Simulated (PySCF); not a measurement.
# C5H8N2O2Se: magnetic properties

What do calculations give for the magnetic properties of C5H8N2O2Se (`C[Se](=O)(=O)C/C=N/CC#N`)?

Computed with PySCF 2.14.0 and routines of our own; the level stands in each step. Atoms count from 0.

## 1. The starting structure

18 atoms, charge 0, multiplicity 1; geometry from: GFN2-xTB.

## 2. Magnetic properties: GIAO HF/pcSseg-1

The job: settings as JSON, then the geometry in Å.

```
{"job": {"kind": "mag", "xc": "HF", "basis": "pcSseg-1", "isotopologues": 0}, "charge": 0, "multiplicity": 1}
C     -3.440451    -0.328495    -0.149049
Se    -1.757012     0.250157     0.612824
O     -1.887684     1.736694     1.122696
O     -1.310237    -0.758152     1.736117
C     -0.476716     0.204598    -0.877277
C      0.814232     0.404360    -0.178321
N      1.711649    -0.469193    -0.230661
C      2.933103    -0.306854     0.506222
C      4.052137    -0.263418    -0.412023
N      4.930185    -0.206017    -1.139444
H     -3.718824     0.345539    -0.952192
H     -4.162672    -0.271606     0.665262
H     -3.335139    -1.351775    -0.494015
H     -0.518909    -0.754074    -1.388183
H     -0.729224     1.036901    -1.533067
H      0.880158     1.326822     0.423853
H      3.052294    -1.191145     1.143496
H      2.954351     0.601975     1.132103
```

Level: GIAO HF/pcSseg-1 magnetisability, rotational g tensor and spin-rotation constants, non-relativistic, gas phase.

The run is started by

```sh
$ OMP_NUM_THREADS=1 python excited_run.py task.json out
```

The driver reads the jobs from task.json and runs them one after another.

What it wrote:

```text
final grid: 156496 points
cycle   1  E = -2851.5526653219  dE =  1.658e+00  |g| = 1.308e+00  |ddm| = 4.174e+00
cycle   2  E = -2851.7138638908  dE = -1.612e-01  |g| = 1.105e+00  |ddm| = 1.693e+00
cycle   3  E = -2851.9277442720  dE = -2.139e-01  |g| = 1.070e-01  |ddm| = 7.923e-01
cycle   4  E = -2851.9319284279  dE = -4.184e-03  |g| = 3.033e-02  |ddm| = 1.474e-01
cycle   5  E = -2851.9323371385  dE = -4.087e-04  |g| = 1.064e-02  |ddm| = 4.972e-02
cycle   6  E = -2851.9323934118  dE = -5.627e-05  |g| = 4.818e-03  |ddm| = 1.770e-02
cycle   7  E = -2851.9324067045  dE = -1.329e-05  |g| = 2.413e-03  |ddm| = 8.170e-03
cycle   8  E = -2851.9324096340  dE = -2.929e-06  |g| = 7.735e-04  |ddm| = 3.841e-03
cycle   9  E = -2851.9324100132  dE = -3.792e-07  |g| = 3.300e-04  |ddm| = 1.641e-03
cycle  10  E = -2851.9324100547  dE = -4.147e-08  |g| = 1.174e-04  |ddm| = 4.341e-04
cycle  11  E = -2851.9324100615  dE = -6.794e-09  |g| = 4.127e-05  |ddm| = 2.016e-04
cycle  12  E = -2851.9324100625  dE = -1.021e-09  |g| = 1.813e-05  |ddm| = 6.356e-05
cycle  13  E = -2851.9324100628  dE = -2.497e-10  |g| = 1.063e-05  |ddm| = 2.729e-05
converged SCF energy = -2851.9324100628

Magnetisability tensor (1e-30 J/T^2)
    -1633.17      -78.27       90.80
      -78.27    -1525.23       54.01
       90.80       54.01    -1662.71
isotropic -1607.04   principal values   -1774.20  -1563.04  -1483.87
isotropic susceptibility -96.778 1e-6 cm^3/mol

Inertial axes            a          b          c
rot. const./GHz      3.2695     0.3812     0.3763
chi total           -99.431    -98.203    -92.700
chi diamagnetic    -509.532  -3034.092  -3080.022
chi paramagnetic    410.102   2935.888   2987.322
quadrupole/D A      -20.134     14.922      5.212
g nuclear            0.5813     0.5161     0.5187
g electronic        -0.6299    -0.5257    -0.5282
g total             -0.0486    -0.0096    -0.0094

Spin-rotation constants (kHz, H = +C I.J)
atom  isotope        aa         bb         cc
  6    14N        0.887      0.061      0.057
  9    14N        0.242      0.070      0.086
 10     1H       -0.331     -0.011     -0.029
 11     1H       -0.019     -0.024     -0.046
 12     1H       -0.333     -0.042      0.002
 13     1H       -0.344     -0.029     -0.001
 14     1H       -0.334     -0.016     -0.017
 15     1H       -0.271     -0.017      0.010
 16     1H       -0.331     -0.017     -0.005
 17     1H       -0.331     -0.022     -0.005
  0    13C*       0.471      0.062      0.062
  1   77Se*       8.682      0.908      0.765
  2    17O*      -0.669     -0.056     -0.073
  4    13C*       0.573      0.073      0.073
  5    13C*       1.155      0.134      0.130
  7    13C*       0.551      0.060      0.064
  8    13C*       0.338      0.126      0.166
* in the singly substituted isotopologue
```

It took 2.4 min on 1 thread of Intel Xeon at 2.50GHz, shared host; peak memory 1.1 GiB.

In short:

| quantity | value |
| --- | --- |
| magnetisability | -1607·10⁻³⁰ J/T² |
| molar susceptibility | -96.8·10⁻⁶ cm³/mol |
| rotational g (a, b, c) | -0.0486, -0.0096, -0.0094 |

Orbitals, density, ELF and potential are computed afterwards from the orbital file.

Frontier orbitals at HF/pcSseg-1, with the share of their density that lies nearest to each atom:

| orbital | energy (eV) | lies on |
| --- | --- | --- |
| HOMO | -11.72 | O2 21 %; N6 18 %; C4 14 % |
| LUMO | 2.54 | N6 26 %; C5 25 %; Se1 10 % |

ELF in a plane through or near 6 of the atoms.

Values, 10 rows by 14 columns:
```
0.00 0.00 0.00 0.00 0.00 0.00 0.00 0.00 0.00 0.00 0.00 0.00 0.00 0.00
0.00 0.00 0.00 0.00 0.00 0.00 0.00 0.01 0.07 0.00 0.00 0.00 0.00 0.00
0.00 0.00 0.00 0.00 0.02 0.00 0.00 0.39 0.72 0.22 0.00 0.00 0.00 0.00
0.00 0.00 0.00 0.02 0.42 0.02 0.02 0.55 0.74 0.26 0.22 0.73 0.00 0.00
0.00 0.00 0.22 0.22 0.38 0.38 0.66 0.07 0.22 0.48 0.92 0.99 0.01 0.00
0.00 0.20 0.61 0.22 0.60 0.28 0.63 0.40 0.56 0.69 0.38 0.27 0.01 0.00
0.00 0.55 0.84 0.85 0.07 0.83 0.08 0.97 0.37 0.08 0.69 0.13 0.00 0.00
0.00 0.37 0.89 0.51 0.02 0.19 0.01 0.94 0.33 0.00 0.10 0.01 0.00 0.00
0.00 0.00 0.16 0.06 0.00 0.00 0.00 0.04 0.01 0.00 0.00 0.00 0.00 0.00
0.00 0.00 0.00 0.00 0.00 0.00 0.00 0.00 0.00 0.00 0.00 0.00 0.00 0.00
```
The map spans 15.1 Å across and 8.5 Å up, centred on the molecule. Atoms in the plane (x, y in Å): C0 (3.4, -0.2), N6 (-1.7, -0.3), C7 (-2.9, 0.5), C8 (-4.1, -0.4), H11 (4.2, 0.7), H13 (0.5, -1.4).

On the surface of density 0.002 e/bohr³ the electrostatic potential runs, from the 1st to the 99th percentile, from -1.95 V near O3 to 2.42 V near H13.

## 3. Magnetic properties: GIAO X3LYP/6-31G* in chloroform

The job, as its differences from that of step 2:

```diff
@@ -1,2 +1,2 @@
-{"job": {"kind": "mag", "xc": "HF", "basis": "pcSseg-1", "isotopologues": 0}, "charge": 0, "multiplicity": 1}
+{"job": {"kind": "mag", "xc": "X3LYP", "basis": "6-31G*", "solvent": "chloroform"}, "charge": 0, "multiplicity": 1}
 C     -3.440451    -0.328495    -0.149049
```

Method: GIAO X3LYP/6-31G* magnetisability, non-relativistic, IEF-PCM chloroform.

What it wrote:

```text
coarse grid: 73608 points
cycle   1  E = -2855.7617887736  dE =  1.139e+00  |g| = 1.354e+00  |ddm| = 4.642e+00
cycle   2  E = -2854.4813058613  dE =  1.280e+00  |g| = 2.840e+00  |ddm| = 4.047e+00
cycle   3  E = -2856.1070798798  dE = -1.626e+00  |g| = 2.371e-01  |ddm| = 3.016e+00
cycle   4  E = -2856.1186586246  dE = -1.158e-02  |g| = 1.201e-01  |ddm| = 3.537e-01
cycle   5  E = -2856.1219174823  dE = -3.259e-03  |g| = 3.078e-02  |ddm| = 1.167e-01
cycle   6  E = -2856.1220818578  dE = -1.644e-04  |g| = 1.357e-02  |ddm| = 3.289e-02
cycle   7  E = -2856.1221192268  dE = -3.737e-05  |g| = 2.817e-03  |ddm| = 1.289e-02
cycle   8  E = -2856.1221205355  dE = -1.309e-06  |g| = 1.107e-03  |ddm| = 3.022e-03
final grid: 156496 points
cycle   9  E = -2856.1220472537  dE =  6.671e-07  |g| = 2.099e-03  |ddm| = 2.800e-03
cycle  10  E = -2856.1220441916  dE =  3.062e-06  |g| = 4.263e-03  |ddm| = 4.862e-03
cycle  11  E = -2856.1220482218  dE = -4.030e-06  |g| = 2.946e-04  |ddm| = 3.288e-03
cycle  12  E = -2856.1220482399  dE = -1.813e-08  |g| = 4.466e-05  |ddm| = 2.546e-04
cycle  13  E = -2856.1220482404  dE = -4.511e-10  |g| = 1.184e-05  |ddm| = 4.181e-05
converged SCF energy = -2856.1220482404

Magnetisability tensor (1e-30 J/T^2)
    -1535.40     -102.76       94.56
     -102.76    -1390.13       51.59
       94.56       51.59    -1567.21
isotropic -1497.58   principal values   -1686.14  -1469.70  -1336.89
isotropic susceptibility -90.186 1e-6 cm^3/mol

Inertial axes            a          b          c
rot. const./GHz      3.2695     0.3812     0.3763
chi total           -93.381    -92.359    -84.819
chi diamagnetic    -503.764  -3030.016  -3076.141
chi paramagnetic    410.383   2937.657   2991.322
quadrupole/D A      -22.161     15.771      6.390
```

Run time: 2.1 min. Hardware: 1 thread of Intel Xeon at 2.50GHz, shared host; peak memory 1.1 GiB.

From this job:

| quantity | value |
| --- | --- |
| magnetisability | -1498·10⁻³⁰ J/T² |
| molar susceptibility | -90.2·10⁻⁶ cm³/mol |

## 4. Outcome

| quantity | value |
| --- | --- |
| magnetisability (step 2, GIAO HF/pcSseg-1) | -1607·10⁻³⁰ J/T² |
| molar susceptibility (step 2, GIAO HF/pcSseg-1) | -96.8·10⁻⁶ cm³/mol |
| rotational g (a, b, c) (step 2, GIAO HF/pcSseg-1) | -0.0486, -0.0096, -0.0094 |
| surface potential, 1st and 99th percentile | -1.95 V and 2.42 V |

In words: Steps that list no spin-orbit terms leave them out, which matters at and beside the heavy atoms. Vibrational averaging and real surroundings are missing from these values.
